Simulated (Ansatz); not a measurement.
# LaYMg6 (Amm2): the equilibrium volume

At what volume is LaYMg6 (Amm2) free of pressure?

Method: DFT PBEsol, scalar-relativistic, plane waves, PAW, in Ansatz 0.2.0.

### Step 1. Starting point

It takes space group Amm2 (No. 38, orthorhombic). The conventional cell has a = 5.253 Å, b = 7.048 Å, c = 11.441 Å, α = 90.00°, β = 90.00°, γ = 90.00°. Around La (site symmetry mm2) lie 12 Mg at 3.34 to 3.53 Å. Mg (site symmetry m) has 7 Mg at 3.17 to 3.42 Å and 2 La at 3.34 Å and 2 Y at 3.35 to 3.38 Å as nearest neighbours. Mg (site symmetry mm2) is surrounded by 8 Mg at 3.19 to 3.42 Å and 2 La at 3.38 Å and 2 Y at 3.53 Å. Mg (site symmetry m) is surrounded by 7 Mg at 3.19 to 3.38 Å and 2 Y at 3.32 Å and 2 La at 3.36 to 3.37 Å. Around Mg (site symmetry mm2) lie 8 Mg at 3.20 to 3.38 Å and 2 Y at 3.33 Å and 2 La at 3.53 Å. Y (site symmetry mm2) is surrounded by 12 Mg at 3.32 to 3.53 Å.

Structure file:

```cif
data_structure
_symmetry_space_group_name_H-M 'P 1'
_symmetry_Int_Tables_number 1
_cell_length_a 5.2531
_cell_length_b 6.7185
_cell_length_c 6.7185
_cell_angle_alpha 63.267
_cell_angle_beta 90.000
_cell_angle_gamma 90.000
_cell_volume 211.77
loop_
_atom_site_label
_atom_site_type_symbol
_atom_site_fract_x
_atom_site_fract_y
_atom_site_fract_z
_atom_site_occupancy
La1 La 0.50000 0.59944 0.59944 1
Mg1 Mg 0.00000 0.93478 0.38498 1
Mg2 Mg 0.00000 0.38498 0.93478 1
Mg3 Mg 0.00000 0.41386 0.41386 1
Mg4 Mg 0.50000 0.57023 0.11325 1
Mg5 Mg 0.50000 0.11325 0.57023 1
Mg6 Mg 0.50000 0.08152 0.08152 1
Y1 Y 0.00000 0.90196 0.90196 1
```

### Step 2. The first run (PBEsol, 4×4×4 mesh)

input.yaml

```yaml
crystal:
  lattice:
    - [5.25309279, 0.0, 0.0]
    - [0.0, 3.52377944, 5.72029988]
    - [0.0, -3.52377944, 5.72029988]
  atoms:
    - { symbol: La, position: [0.5, 0.599439, 0.599439] }
    - { symbol: Mg, position: [0.0, 0.934775, 0.384984] }
    - { symbol: Mg, position: [0.0, 0.384984, 0.934775] }
    - { symbol: Mg, position: [0.0, 0.413856, 0.413856] }
    - { symbol: Mg, position: [0.5, 0.570226, 0.113246] }
    - { symbol: Mg, position: [0.5, 0.113246, 0.570226] }
    - { symbol: Mg, position: [0.5, 0.081518, 0.081518] }
    - { symbol: "Y", position: [0.0, 0.901957, 0.901957] }
basis:
  ecutwfc: 420
kpoints:
  mp_grid: { grid: [4, 4, 4] }
hamiltonian:
  xc: pbesol
scf:
  occupations: { method: gaussian, width: 0.1 }
output:
  forces: true
  stress: true
  eigenvalues: true
```

Run with:

```
ansatz run input.yaml --threads 8 --pin off --max-ram 14336MiB --backend cpu --events-out ev --progress --plain --runs-dir out
```

The runs that follow: Full relaxation.

Q: Predict the outcome of this session. Wanted: volume; pressure; conventional cell; gap on the mesh.

As calculated:

```
         quantity                                                                       value
           volume                                                              25.473 Å³/atom
         pressure                                                                    0.00 GPa
conventional cell  a = 6.723 Å, b = 6.723 Å, c = 5.206 Å, α = 90.00°, β = 90.00°, γ = 120.00°
  gap on the mesh                                                                none (metal)
```

Over the 2 runs shown the cell moved from 26.47 to 25.47 Å³/atom, a change of -3.8 %, where the pressure is zero within 0.01 GPa. The space group found at 0.01 Å changed from Amm2 to P-6m2.
